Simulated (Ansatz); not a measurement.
# Si3Ru4: the cost of one run

Computed with Ansatz 0.2.0 (DFT PBEsol, scalar-relativistic, plane waves, PAW).

### 1 The structure to begin with

The structure is orthorhombic, space group Pnma (No. 62). Conventional cell: a = 5.224 Å, b = 4.025 Å, c = 17.304 Å, α = 90.00°, β = 90.00°, γ = 90.00°. Si (site symmetry m) has 8 Ru at 2.41 to 2.66 Å as nearest neighbours. Si (site symmetry m) is surrounded by 8 Ru at 2.46 to 2.74 Å. Around Si (site symmetry m) lie 9 Ru at 2.46 to 2.86 Å. Around Ru (site symmetry m) lie 5 Si at 2.43 to 2.77 Å and 8 Ru at 2.66 to 2.88 Å. Around Ru (site symmetry m) lie 7 Si at 2.52 to 2.66 Å and 7 Ru at 2.83 to 2.94 Å. Ru (site symmetry m) has 7 Si at 2.46 to 2.74 Å as nearest neighbours. Around Ru (site symmetry m) lie 5 Si at 2.41 to 2.52 Å.

Coordinates:

```xyz
28
Lattice="5.2241 0.0000 0.0000 0.0000 4.0253 0.0000 0.0000 0.0000 17.3044" Properties=species:S:1:pos:R:3 pbc="T T T"
Si    2.6039    3.0189    1.7914
Si    2.6202    1.0063   15.5129
Si    5.2160    3.0189    6.8607
Si    0.0081    1.0063   10.4436
Si    1.8334    3.0189    9.2397
Si    3.3907    1.0063    8.0647
Si    4.4454    3.0189   16.7169
Si    0.7787    1.0063    0.5875
Si    0.6188    3.0189   13.9915
Si    4.6053    1.0063    3.3129
Si    3.2309    3.0189   11.9651
Si    1.9932    1.0063    5.3393
Ru    0.8102    3.0189    4.5732
Ru    4.4139    1.0063   12.7312
Ru    3.4223    3.0189    4.0790
Ru    1.8018    1.0063   13.2254
Ru    2.5613    3.0189    6.7976
Ru    2.6628    1.0063   10.5068
Ru    5.1734    3.0189    1.8546
Ru    0.0507    1.0063   15.4498
Ru    1.7032    3.0189   16.8076
Ru    3.5209    1.0063    0.4968
Ru    4.3153    3.0189    9.1490
Ru    0.9089    1.0063    8.1554
Ru    0.8239    3.0189   11.4809
Ru    4.4002    1.0063    5.8235
Ru    3.4360    3.0189   14.4757
Ru    1.7881    1.0063    2.8287
```

It goes back to an entry of the Materials Project.

It is the result of an earlier relaxation at this level (volume 13.00 Å³/atom; gap on the mesh: none (metal)).

### 2 The cell under PBEsol

Input file input.yaml:

```yaml
crystal:
  lattice:
    - [5.2241062883, 0.0, 0.0]
    - [0.0, 4.0252589462, 0.0]
    - [0.0, 0.0, 17.3043837782]
  atoms:
    - { symbol: Si, position: [0.4984435167, 0.75, 0.1035255238] }
    - { symbol: Si, position: [0.5015564833, 0.25, 0.8964744762] }
    - { symbol: Si, position: [0.9984435167, 0.75, 0.3964744762] }
    - { symbol: Si, position: [0.0015564833, 0.25, 0.6035255238] }
    - { symbol: Si, position: [0.3509451313, 0.75, 0.5339507722] }
    - { symbol: Si, position: [0.6490548687, 0.25, 0.4660492278] }
    - { symbol: Si, position: [0.8509451313, 0.75, 0.9660492278] }
    - { symbol: Si, position: [0.1490548687, 0.25, 0.0339507722] }
    - { symbol: Si, position: [0.118452011, 0.75, 0.8085519103] }
    - { symbol: Si, position: [0.881547989, 0.25, 0.1914480897] }
    - { symbol: Si, position: [0.618452011, 0.75, 0.6914480897] }
    - { symbol: Si, position: [0.381547989, 0.25, 0.3085519103] }
    - { symbol: Ru, position: [0.1550965489, 0.75, 0.2642807847] }
    - { symbol: Ru, position: [0.8449034511, 0.25, 0.7357192153] }
    - { symbol: Ru, position: [0.6550965489, 0.75, 0.2357192153] }
    - { symbol: Ru, position: [0.3449034511, 0.25, 0.7642807847] }
    - { symbol: Ru, position: [0.4902861137, 0.75, 0.392826733] }
    - { symbol: Ru, position: [0.5097138863, 0.25, 0.607173267] }
    - { symbol: Ru, position: [0.9902861137, 0.75, 0.107173267] }
    - { symbol: Ru, position: [0.0097138863, 0.25, 0.892826733] }
    - { symbol: Ru, position: [0.3260273233, 0.75, 0.9712922559] }
    - { symbol: Ru, position: [0.6739726767, 0.25, 0.0287077441] }
    - { symbol: Ru, position: [0.8260273233, 0.75, 0.5287077441] }
    - { symbol: Ru, position: [0.1739726767, 0.25, 0.4712922559] }
    - { symbol: Ru, position: [0.1577187273, 0.75, 0.6634689153] }
    - { symbol: Ru, position: [0.8422812727, 0.25, 0.3365310847] }
    - { symbol: Ru, position: [0.6577187273, 0.75, 0.8365310847] }
    - { symbol: Ru, position: [0.3422812727, 0.25, 0.1634689153] }
basis:
  ecutwfc: 420
kpoints:
  mp_grid: { grid: [8, 10, 2] }
hamiltonian:
  xc: pbesol
scf:
  occupations: { method: gaussian, width: 0.1 }
output:
  forces: true
  stress: true
  eigenvalues: true
relax:
  adjacent_minimum: "off"
  f_tol: 0.005
  max_steps: 50
  cell: { stress_tol: 0.05 }
```

Started as:

```
> ansatz run input.yaml --threads 8 --pin off --max-ram 22528MiB --backend cpu --events-out ev --progress --plain --runs-dir out
```

Q: Estimate wall time and peak memory on 8 threads of Intel Xeon at 2.50GHz (Skylake/Cascade Lake), shared host.

About 7.8 min, with a peak of 4.5 GiB.
